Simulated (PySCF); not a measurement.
# Rh⁺: excitation energy in aug-cc-pwCVTZ-DK

Wanted: the excitation energy of rhodium, up a ladder of methods.

The numbers are computed with PySCF 2.14.0 (unrestricted determinants in a Gaussian basis, no spin-orbit coupling in the energies), except any that are marked as measured or tabulated.

## 1. The system

- Element: rhodium (Z = 45)
- Basis: aug-cc-pwCVTZ-DK (11s10p8d4f3g, 136 functions)
- Hamiltonian: scalar relativity by spin-free X2C-1e
- State 1: Rh⁺: [Kr] 4d7 5p1, one real determinant (an excited configuration)
- Needed too, but not shown: Rh⁺ [Kr] 4d8 (3F)
- Methods: UHF, LDA, PBE, PBE0, r2SCAN, MN15, BP86, BLYP, MP2
- Core shells frozen in the correlated runs: valence: [Kr]; valence and next inner shell: [Ar] 3d10 (for Rh⁺)

Outer shells as boxes (Hund's rule):

Rh+ [Kr] 4d7 5p1
```
[Kr] core
4d [↑↓][↑↓][↑ ][↑ ][↑ ]
5p [↑ ][  ][  ]
```

One driver process ran all states and methods and kept the integrals in memory. Each run is shown as a PySCF script that sums up its settings (the driver passes frozen orbitals as a list and adds second-order terms of double hybrids); the logs are those of the runs themselves. The driver starts from symmetry-adapted Hartree-Fock orbitals, holds the occupation by maximum overlap and uses a logarithmic radial grid for functionals, so a plain start would take other cycles.

It was started by

```console
> OMP_NUM_THREADS=1 python atomrun2.py TASK.json OUT
```

The integrals over 136 functions and the set-up took 10 s of CPU time.

## 2. Rh⁺ [Kr] 4d7 5p1: the ladder of methods

UHF:

File input.py:

```python
from pyscf import gto, scf, dft, mp, cc
import basis_set_exchange as bse
mol = gto.M(atom="Rh 0 0 0", charge=1, spin=4, symmetry="D2h",
            basis=gto.basis.parse(bse.get_basis("aug-cc-pwCVTZ-DK", elements=["Rh"], fmt="nwchem", header=False)),
            nucmod="G")
mf = scf.UHF(mol).sfx2c1e()
mf.irrep_nelec = {'Ag': (8, 7), 'B1g': (2, 2), 'B2g': (2, 1), 'B3g': (2, 1), 'B1u': (3, 3), 'B2u': (4, 3), 'B3u': (3, 3)}
mf.kernel()
```

LDA:

input.py, as changed from the run before:

```diff
@@ -5,3 +5,3 @@
             nucmod="G")
-mf = scf.UHF(mol).sfx2c1e()
+mf = dft.UKS(mol, xc="LDA,VWN").sfx2c1e()
 mf.irrep_nelec = {'Ag': (8, 7), 'B1g': (2, 2), 'B2g': (2, 1), 'B3g': (2, 1), 'B1u': (3, 3), 'B2u': (4, 3), 'B3u': (3, 3)}
```

PBE:

input.py, as changed from the run before:

```diff
@@ -5,3 +5,3 @@
             nucmod="G")
-mf = dft.UKS(mol, xc="LDA,VWN").sfx2c1e()
+mf = dft.UKS(mol, xc="PBE").sfx2c1e()
 mf.irrep_nelec = {'Ag': (8, 7), 'B1g': (2, 2), 'B2g': (2, 1), 'B3g': (2, 1), 'B1u': (3, 3), 'B2u': (4, 3), 'B3u': (3, 3)}
```

PBE0:

input.py, as changed from the run before:

```diff
@@ -5,3 +5,3 @@
             nucmod="G")
-mf = dft.UKS(mol, xc="PBE").sfx2c1e()
+mf = dft.UKS(mol, xc="PBE0").sfx2c1e()
 mf.irrep_nelec = {'Ag': (8, 7), 'B1g': (2, 2), 'B2g': (2, 1), 'B3g': (2, 1), 'B1u': (3, 3), 'B2u': (4, 3), 'B3u': (3, 3)}
```

r2SCAN:

input.py, as changed from the run before:

```diff
@@ -5,3 +5,3 @@
             nucmod="G")
-mf = dft.UKS(mol, xc="PBE0").sfx2c1e()
+mf = dft.UKS(mol, xc="R2SCAN").sfx2c1e()
 mf.irrep_nelec = {'Ag': (8, 7), 'B1g': (2, 2), 'B2g': (2, 1), 'B3g': (2, 1), 'B1u': (3, 3), 'B2u': (4, 3), 'B3u': (3, 3)}
```

MN15:

input.py, as changed from the run before:

```diff
@@ -5,3 +5,3 @@
             nucmod="G")
-mf = dft.UKS(mol, xc="R2SCAN").sfx2c1e()
+mf = dft.UKS(mol, xc="MN15").sfx2c1e()
 mf.irrep_nelec = {'Ag': (8, 7), 'B1g': (2, 2), 'B2g': (2, 1), 'B3g': (2, 1), 'B1u': (3, 3), 'B2u': (4, 3), 'B3u': (3, 3)}
```

BP86:

input.py, as changed from the run before:

```diff
@@ -5,3 +5,3 @@
             nucmod="G")
-mf = dft.UKS(mol, xc="MN15").sfx2c1e()
+mf = dft.UKS(mol, xc="B88,P86").sfx2c1e()
 mf.irrep_nelec = {'Ag': (8, 7), 'B1g': (2, 2), 'B2g': (2, 1), 'B3g': (2, 1), 'B1u': (3, 3), 'B2u': (4, 3), 'B3u': (3, 3)}
```

BLYP:

input.py, as changed from the run before:

```diff
@@ -5,3 +5,3 @@
             nucmod="G")
-mf = dft.UKS(mol, xc="B88,P86").sfx2c1e()
+mf = dft.UKS(mol, xc="BLYP").sfx2c1e()
 mf.irrep_nelec = {'Ag': (8, 7), 'B1g': (2, 2), 'B2g': (2, 1), 'B3g': (2, 1), 'B1u': (3, 3), 'B2u': (4, 3), 'B3u': (3, 3)}
```

MP2 (valence):

input.py, as changed from the run before:

```diff
@@ -5,4 +5,5 @@
             nucmod="G")
-mf = dft.UKS(mol, xc="BLYP").sfx2c1e()
+mf = scf.UHF(mol).sfx2c1e()
 mf.irrep_nelec = {'Ag': (8, 7), 'B1g': (2, 2), 'B2g': (2, 1), 'B3g': (2, 1), 'B1u': (3, 3), 'B2u': (4, 3), 'B3u': (3, 3)}
 mf.kernel()
+mp.UMP2(mf, frozen=18).kernel()
```

## 3. Rh⁺ [Kr] 4d7 5p1, continued

MP2 (valence and next inner shell):

Edit input.py of step 2 so:

```diff
@@ -8,2 +8,2 @@
 mf.kernel()
-mp.UMP2(mf, frozen=18).kernel()
+mp.UMP2(mf, frozen=14).kernel()
```

What does the calculation give?

The runs gave:

| quantity | value |
| --- | --- |
| excitation energy, Rh⁺ → [Kr] 4d7 5p1 | UHF 6.043, MP2 (valence and next inner shell) 7.301 eV |

In words: The methods span 1.450 eV, from UHF (6.043) to SCS-MP2 (valence) (7.493). No reference value is at hand in this session. The basis is finite, and no extrapolation was made.
